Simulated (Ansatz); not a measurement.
Task: a single point in a Gaussian basis of C2H7FSn, SMILES C[CH2][SnH2][F], with the Python package of Ansatz (0.2.0). Give the script and its output. Settings: Hartree-Fock, def2-SVPD basis, multiplicity 1.

The script reads `c2h7fsn.xyz`:
```text
11

C    -0.56660    1.27660    0.25760
C    -0.32970   -0.07900    0.76800
Sn    0.75200   -1.19620   -0.70110
F    -0.18010   -1.32570   -2.32650
H     0.33910    1.84630    0.01970
H    -1.18860    1.90950    1.00380
H    -1.18690    1.26380   -0.68350
H     0.30590    0.00580    1.69850
H    -1.27640   -0.58580    1.02240
H     2.29510   -0.37280   -0.99740
H     1.10170   -2.79940   -0.04090
```

`c2h7fsn_energy.py`:
```python
'''Single point of C2H7FSn.'''

from pathlib import Path
import warnings

import ansatz as az

warnings.simplefilter('ignore', az.DeckWarning)

molecule = az.Crystal.molecule_from_extxyz('c2h7fsn.xyz')

setup = (
    molecule.calculation()
    .basis(gaussian='def2-SVPD')
    .functional('HF')
    .orbitals()
)
out = setup.run(threads=1, runs_dir='c2h7fsn_runs')
summary = out.report

for key in ('converged', 'free_energy_ev', 'reference_energy_ev', 'n_frozen', 'n_occupied', 'n_virtual'):
    print(f'{key:22s} {summary[key]}')

state = summary['mean_field']['state']
print(f'mean field: {state["energy"]["hartree"]:.7f} Ha, <S^2> = {abs(state["spin_squared"]):.4f}, stability: {state.get("stability", {}).get("kind")}')

lines = Path(summary['orbitals_path']).read_text().splitlines()
field_of = lambda key: [line.split('=')[1].strip() for line in lines if line.startswith(key)]
orbitals = [(27.211386 * float(e), s, float(n)) for e, s, n in zip(field_of('Ene='), field_of('Spin='), field_of('Occup='))]
homo = max(e for e, _, n in orbitals if n > 0.5)
lumo = min(e for e, _, n in orbitals if n < 0.5)
for e, spin, n in sorted(orbitals):
    if homo - 15 < e < lumo + 5:
        print(f'{spin:6s} {e:10.3f} eV  occupation {n:.0f}')
```

Output of `python c2h7fsn_energy.py`:
```text
converged              True
free_energy_ev         -10679.391184320615
reference_energy_ev    -10679.391184320615
n_frozen               0
n_occupied             [25, 25]
n_virtual              [126, 126]
mean field: -392.4603873 Ha, <S^2> = 0.0000, stability: minimum
Alpha     -22.504 eV  occupation 2
Alpha     -18.887 eV  occupation 2
Alpha     -17.100 eV  occupation 2
Alpha     -16.796 eV  occupation 2
Alpha     -16.719 eV  occupation 2
Alpha     -15.942 eV  occupation 2
Alpha     -15.250 eV  occupation 2
Alpha     -14.484 eV  occupation 2
Alpha     -13.486 eV  occupation 2
Alpha     -11.927 eV  occupation 2
Alpha     -10.777 eV  occupation 2
Alpha       2.085 eV  occupation 0
Alpha       2.367 eV  occupation 0
Alpha       2.633 eV  occupation 0
Alpha       3.254 eV  occupation 0
Alpha       3.417 eV  occupation 0
Alpha       3.785 eV  occupation 0
Alpha       4.102 eV  occupation 0
Alpha       4.308 eV  occupation 0
Alpha       4.525 eV  occupation 0
Alpha       5.247 eV  occupation 0
Alpha       5.491 eV  occupation 0
Alpha       5.717 eV  occupation 0
Alpha       5.909 eV  occupation 0
Alpha       6.531 eV  occupation 0
Alpha       6.664 eV  occupation 0
Alpha       6.922 eV  occupation 0
```

Notes:
- Total energies depend on the basis set; only differences at equal settings carry meaning.
- The geometry is a force-field or estimated start, not a minimum of this method, and the basis set is short of its limit.
- def2 sets replace the cores of elements past krypton by effective core potentials.
- Alpha marks a spatial orbital of a restricted run, filled by both spins.
- Levels such as HOMO and LUMO are orbital energies: in Hartree-Fock the gap is too wide and the LUMO hangs on the basis.
- Finished in 2.9 s on 1 thread of Arm Neoverse V1, on a shared host, peak memory 0.39 GiB.

(A comment or docstring line of the script was reworded after the run, the code is as it ran; lines on the test bed's own set-up are left out of the output.)
